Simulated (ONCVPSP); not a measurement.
# An ONCV potential for Cr, from input to tests

Task: generate the file, and judge it by its errors in other configurations, its logarithmic derivatives, its ghosts and its cutoff.

The numbers are computed with ONCVPSP 4.0.1 (Wu-Cohen, scalar-relativistic, spin-unpolarised reference atom).

## (1) The atom and the settings

Typed settings, in words:

```
element                 : chromium (Cr, Z = 24)
type                    : optimised norm-conserving Vanderbilt (ONCV)
frozen core             : [Ar]
valence charge          : 6
reference configuration : 3d5 4s0.5 4p0.5
partial waves           : 4s: rc 2.65 bohr, ncon 3, nbas 6, qcut 2.3 1/bohr, 1 projector; 4p: rc 3.60 bohr, ncon 4, nbas 9, qcut 2.1 1/bohr, 3 projectors, debl 0.8 Ha; 3d: rc 1.45 bohr, ncon 4, nbas 8, qcut 11.2 1/bohr, local
local potential         : the d channel
core correction         : Teter function, fcfact 1.75, rcfact 1.5
```

## (2) Generation

Contents of Cr.dat:

```
# ATOM AND REFERENCE CONFIGURATION
# atsym  z   nc   nv     iexc    psfile
  Cr 24.00    5    3  -118130      upf
#
#   n    l    f
    1    0    2.00
    2    0    2.00
    2    1    6.00
    3    0    2.00
    3    1    6.00
    3    2    5.00
    4    0    0.50
    4    1    0.50
#
# PSEUDOPOTENTIAL AND OPTIMIZATION
# lmax
    2
#
#   l,   rc,      ep,       ncon, nbas, qcut
    0    2.65    0.00    3    6    2.30
    1    3.60    0.00    4    9    2.10
    2    1.45    0.00    4    8   11.20
#
# LOCAL POTENTIAL
# lloc, lpopt,  rc(5),   dvloc0
    2    5    1.45    0.00
#
# VANDERBILT-KLEINMAN-BYLANDER PROJECTORs
# l, nproj, debl
    0    1    2.30
    1    3    0.80
    2    0    2.80
#
# MODEL CORE CHARGE
# icmod, fcfact, rcfact
    3    1.75    1.50
#
# LOG DERIVATIVE ANALYSIS
# epsh1, epsh2, depsh
   -2.00    5.00    0.02
#
# OUTPUT GRID
# rlmax, drl
    6.00    0.01
#
# TEST CONFIGURATIONS
# ncnf
    4
# nvcnf
#   n    l    f
    3
    3    2    5.00
    4    0    1.00
    4    1    0.00
#
    3
    3    2    5.00
    4    0    0.00
    4    1    0.00
#
    3
    3    2    4.00
    4    0    0.00
    4    1    0.00
#
    3
    3    2    5.00
    4    0    0.50
    4    1    0.00
#
```

Command:

```bash
oncvpsp.x < Cr.dat > Cr.out
```

What does the calculation give? Wanted: cutoffs for 1 and 0.1 mHa per electron, occupied waves; bound ghosts; GHOST(+) flags; largest test error; largest phase difference near zero energy, channels read; rms error of d²Exc/dn², without and with the model core.

The runs gave:

| quantity | value |
| --- | --- |
| cutoffs for 1 and 0.1 mHa per electron, occupied waves | 46 Ha and 52 Ha |
| bound ghosts | s at -201.43 eV |
| GHOST(+) flags | p at 0 eV |
| largest test error (AE − PS) | -1.6 meV, for 3d5 4s0.5 4p0 (2 tests unsolved) |
| largest phase difference near zero energy, channels read | 0.028 rad |
| rms error of d²Exc/dn², without and with the model core | 7.81 and 5.76 mHa |

**Reading.** A bound ghost (s) makes it unfit for use: electrons can fall into a state that the atom doesn't have. The worst unpolarised test, 3d5 4s0.5 4p0, is off by 1.6 meV on 1.1 eV; by total energies transferability rates as very good where solved. Atomic tests can pass in spite of a ghost, since they solve only for the levels asked. Of the tests 2 gave no usable energy difference, which is a warning in itself. It counts as hard, with 46 Ha needed at the looser tolerance. At the looser tolerance the 3d wave is the slowest; 4s needs 3 Ha. Near zero energy the phases of the channels with partial waves agree within 0.028 rad. In the s channel the atom's pole at 0.85 Ha sits lower, at 0.60 Ha, in the pseudo curve. The program also flags highly localised states, GHOST(+) (p).
